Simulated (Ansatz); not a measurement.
# RPA@PBE0/def2-TZVPP run of GeH3 (SMILES [GeH3])

What is the energy change on altering one bond length of GeH3 at RPA@PBE0/def2-TZVPP? 

The results are computed with Ansatz 0.2.0.

41 further runs of the same task are left out: 41 set aside as unsound or not needed.

## 1. The structure to begin with

The species is GeH3 (4 atoms), meant as a doublet with charge 0. SMILES: `[GeH3]`. The shape is that of a PBE0-D4/def2-TZVP optimisation.

Bond lengths: Ge1–H2 1.539 Å, Ge1–H3 1.539 Å, Ge1–H4 1.539 Å. Angles: H2–Ge1–H3 111.1°, H2–Ge1–H4 111.1°, H3–Ge1–H4 111.1°.

## 2. A single-point energy at RPA@PBE0/def2-TZVPP

Contents of input.yaml:

```yaml
crystal:
  periodic: [false, false, false]
  atoms:
    - {symbol: Ge, position_ang: [0.214600, -0.125900, -0.249400]}
    - {symbol: H, position_ang: [1.055000, 0.109600, 1.018300]}
    - {symbol: H, position_ang: [-0.882800, -1.175900, -0.000100]}
    - {symbol: H, position_ang: [-0.386800, 1.192200, -0.768800]}
basis:
  gaussian: {orbitals: def2-TZVPP}
magnetization: {spin_polarized: true, initial_magnetization: 1}
hamiltonian: {xc: {name: PBE0}}
correlation: {method: rpa, frozen_orbitals: {Ge: 9, H: 0}}
accuracy: high
```

Started as:

```sh
$ ansatz run input.yaml --threads 1 --pin off --max-ram 3480MiB --events-out events.jsonl --progress --plain --runs-dir runs
```

What it wrote:

```text
Warning: RAYON_NUM_THREADS=1 ignored (pool sized by the plan → 1); use --threads N
Functional definition: PBE0
  name "PBE0"
  parameter a = 0.25
  parameter kappa = 0.804
  parameter beta = 0.06672455060314922
  exchange = (1 - a)*pbe_x(kappa = kappa, mu = beta*pi^2/3) + a*exact_x
  correlation = pbe_c(beta = beta)
1427 factors; integrals over basis functions are off by at most 4.4e-9 eV
mean field evaluation 1: about -56558.0080 eV, gradient 1.1e1 eV
mean field evaluation 2: about -56558.0156 eV, gradient 1.1e1 eV
mean field evaluation 4: about -56558.3326 eV, gradient 1.4e0 eV
mean field evaluation 8: about -56558.3371 eV, gradient 1.6e-2 eV
mean field evaluation 16: about -56558.3371 eV, gradient 2.4e-6 eV
mean field -56558.33708737 eV, -2078.4805513431 hartree, gradient 2.7e-8 eV, S^2 0.752221; 0 other end points of the search recorded, 0 dependent functions left out
9 core orbitals not correlated: weight in the atoms' cores, before any rotation towards them, 1.000 or more for the frozen orbitals, at most 0.000 for the correlated occupied ones
reference -56519.50391713 eV, -2077.0534586589 hartree; 9, 8 occupied and 72, 73 virtual orbitals, 1427 factors
Total energy: -56530.16809353 eV, -2077.4453599129 hartree
```

Run time: 8.7 s. Hardware: 1 thread of Arm Neoverse V1, shared host; peak memory 0.28 GiB.

## 3. The distorted shape at the same level

Contents of in.yaml:

```yaml
crystal:
  periodic: [false, false, false]
  atoms:
    - {symbol: Ge, position_ang: [0.304821, -0.323639, -0.171480]}
    - {symbol: H, position_ang: [1.145221, -0.088139, 1.096220]}
    - {symbol: H, position_ang: [-0.792579, -1.373639, 0.077820]}
    - {symbol: H, position_ang: [-0.386800, 1.192200, -0.768800]}
basis:
  gaussian:
    orbitals: def2-TZVPP
magnetization:
  spin_polarized: true
  initial_magnetization: 1
hamiltonian:
  xc: pbe0
correlation:
  method: rpa
  frozen_orbitals: {Ge: 9, H: 0}
accuracy: high
```

Started as:

```sh
$ ansatz run in.yaml --threads 1 --pin off --max-ram 3480MiB --events-out events.jsonl --progress --plain --runs-dir runs
```

What it wrote (excerpt; [...] marks lines left out):

```text
Warning: RAYON_NUM_THREADS=1 ignored (pool sized by the plan → 1); use --threads N
Functional definition: PBE0
  name "PBE0"
[...]
1415 factors; integrals over basis functions are off by at most 4.4e-9 eV
[...]
mean field -56558.01549375 eV, -2078.4687329957 hartree, gradient 2.9e-8 eV, S^2 0.752048; 0 other end points of the search recorded, 0 dependent functions left out
9 core orbitals not correlated: weight in the atoms' cores, before any rotation towards them, 1.000 or more for the frozen orbitals, at most 0.000 for the correlated occupied ones
reference -56519.13100910 eV, -2077.0397545414 hartree; 9, 8 occupied and 72, 73 virtual orbitals, 1415 factors
Total energy: -56529.81941838 eV, -2077.4325463378 hartree
```

Run time: 9 s. Hardware: 1 thread of Arm Neoverse V1, shared host; peak memory 0.27 GiB.

## 4. What came out

At RPA@PBE0/def2-TZVPP, 9 core orbitals frozen:

```
                                                          quantity           value
                                         first shape: total energy  -2077.44536 Eh
                     first shape: RPA correlation energy (valence)      -391.9 mEh
                    first shape: ⟨S²⟩ of the reference determinant           0.752
                                     distorted shape: total energy  -2077.43255 Eh
                 distorted shape: RPA correlation energy (valence)      -392.8 mEh
                distorted shape: ⟨S²⟩ of the reference determinant           0.752
energy change with the Ge1–H4 bond stretched from 1.539 to 1.770 Å        0.349 eV
```

What this shows: With the Ge1–H4 bond stretched from 1.539 to 1.770 Å the energy rises by 0.35 eV (8.0 kcal/mol). The first shape isn't relaxed at this level, so the change isn't measured from a minimum.
